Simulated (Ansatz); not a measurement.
# C₂H₅GaO: a ladder of functionals and wavefunction methods

One table from this session's results is given with a row withheld; the runs are named, their logs left out.

Method: functionals in def2-TZVPP, the program's frozen cores in correlated methods; program: Ansatz 0.2.0, Gaussian basis.

The runs, in order: LDA (SPW92), PBE-D4, revPBE-D4, BLYP-D4, r2SCAN-D4, B97M-V, PBE0-D4, B3LYP-D4, r2SCANh-D4, r2SCAN0-D4, HSE06-D4, BHLYP-D4, CAM-B3LYP-D4, LC-ωPBE, ωB97X-V, ωB97M-V, B2PLYP, PBE-QIDH; CCSD(T)/def2-SVP; CCSD(T)/def2-TZVPP; MP2/def2-QZVPP; extrapolation to the limit; RPA on PBE.

### The geometry

An earlier PBE0-D4 in a triple-zeta def2 set relaxation fixed the geometry.

9 atoms, charge 0, spin multiplicity 1.

Atoms are counted from 1 here; the program's logs count them from 0.

Bond lengths: Ga1–C2 1.969 Å, Ga1–H5 1.570 Å, Ga1–H6 1.568 Å, C2–C3 1.476 Å, C2–O4 1.443 Å, C2–H7 1.090 Å, C3–O4 1.401 Å, C3–H8 1.089 Å, C3–H9 1.088 Å. Angles: C2–Ga1–H5 121.0°, C2–Ga1–H6 117.0°, H5–Ga1–H6 122.0°, Ga1–C2–C3 119.8°, Ga1–C2–O4 115.7°, Ga1–C2–H7 120.6°, C3–C2–O4 57.4°, C3–C2–H7 114.6°, O4–C2–H7 112.2°, C2–C3–O4 60.1°, C2–C3–H8 120.2°, C2–C3–H9 118.6°, O4–C3–H8 115.6°, O4–C3–H9 115.5°, H8–C3–H9 115.2°, C2–O4–C3 62.5°.

Coordinates:

```
Ga   -0.7515    1.1596   -0.9010
C     0.4946   -0.2543   -0.3312
C     0.4069   -0.8005    1.0371
O    -0.1021   -1.5355   -0.0417
H    -0.2788    2.3188   -1.8479
H    -2.2166    1.0832   -0.3473
H     1.4751   -0.3520   -0.7976
H    -0.3347   -0.4146    1.7346
H     1.3072   -1.2047    1.4950
```

The first run:

in.yaml reads:

```yaml
crystal:
  periodic: [false, false, false]
  atoms:
    - {symbol: Ga, position_ang: [-0.751464, 1.159614, -0.900983]}
    - {symbol: C, position_ang: [0.494567, -0.254276, -0.331172]}
    - {symbol: C, position_ang: [0.406912, -0.800461, 1.037073]}
    - {symbol: O, position_ang: [-0.102112, -1.535490, -0.041705]}
    - {symbol: H, position_ang: [-0.278840, 2.318777, -1.847937]}
    - {symbol: H, position_ang: [-2.216625, 1.083163, -0.347285]}
    - {symbol: H, position_ang: [1.475051, -0.352036, -0.797613]}
    - {symbol: H, position_ang: [-0.334691, -0.414563, 1.734608]}
    - {symbol: H, position_ang: [1.307192, -1.204719, 1.495013]}
basis:
  gaussian: {orbitals: def2-TZVPP}
hamiltonian: {xc: lda}
output: {orbitals: {seedname: orbitals}}
```

Command:

```sh
$ ansatz run in.yaml --threads 2 --pin off --events-out ev --progress --plain --max-ram 4352MiB
```

Steps of the session up to this table: LDA; PBE-D4 (GGA); revPBE-D4 (GGA); BLYP-D4 (GGA); r2SCAN-D4 (meta-GGA); B97M-V (meta-GGA); B3LYP-D4 (hybrid); r2SCANh-D4 (hybrid); r2SCAN0-D4 (hybrid); HSE06-D4 (hybrid); BHLYP-D4 (hybrid); CAM-B3LYP-D4 (range-separated); LC-ωPBE (range-separated); ωB97X-V (range-separated); ωB97M-V (range-separated); B2PLYP (double hybrid); PBE-QIDH (double hybrid).

One of the session's tables, all rows but one given; the rest of the session is left out.

| functional | HOMO (eV) | LUMO (eV) | gap (eV) |
| --- | --- | --- | --- |
| LDA (SPW92) | -6.04 | -2.78 | 3.26 |
| PBE-D4 | ? | ? | ? |
| revPBE-D4 | -5.83 | -2.38 | 3.44 |
| BLYP-D4 | -5.80 | -2.47 | 3.32 |
| r2SCAN-D4 | -6.18 | -2.24 | 3.94 |
| B97M-V | -6.32 | -2.46 | 3.86 |
| PBE0-D4 | -7.36 | -1.70 | 5.65 |
| B3LYP-D4 | -7.13 | -2.00 | 5.13 |
| r2SCANh-D4 | -6.73 | -1.96 | 4.77 |
| r2SCAN0-D4 | -7.56 | -1.55 | 6.01 |
| HSE06-D4 | -6.95 | -2.07 | 4.88 |
| BHLYP-D4 | -8.73 | -0.98 | 7.75 |
| CAM-B3LYP-D4 | -8.76 | -0.84 | 7.92 |
| LC-ωPBE | -10.07 | 0.38 | 10.45 |
| ωB97X-V | -9.75 | 0.22 | 9.96 |
| ωB97M-V | -9.66 | -0.02 | 9.64 |

Q: Estimate the row for PBE-D4 from the others.

**Answer.** HOMO (eV): -5.89; LUMO (eV): -2.51; gap (eV): 3.38. In the column «HOMO (eV)» it lies between LDA (SPW92) (-6.04) and revPBE-D4 (-5.83).
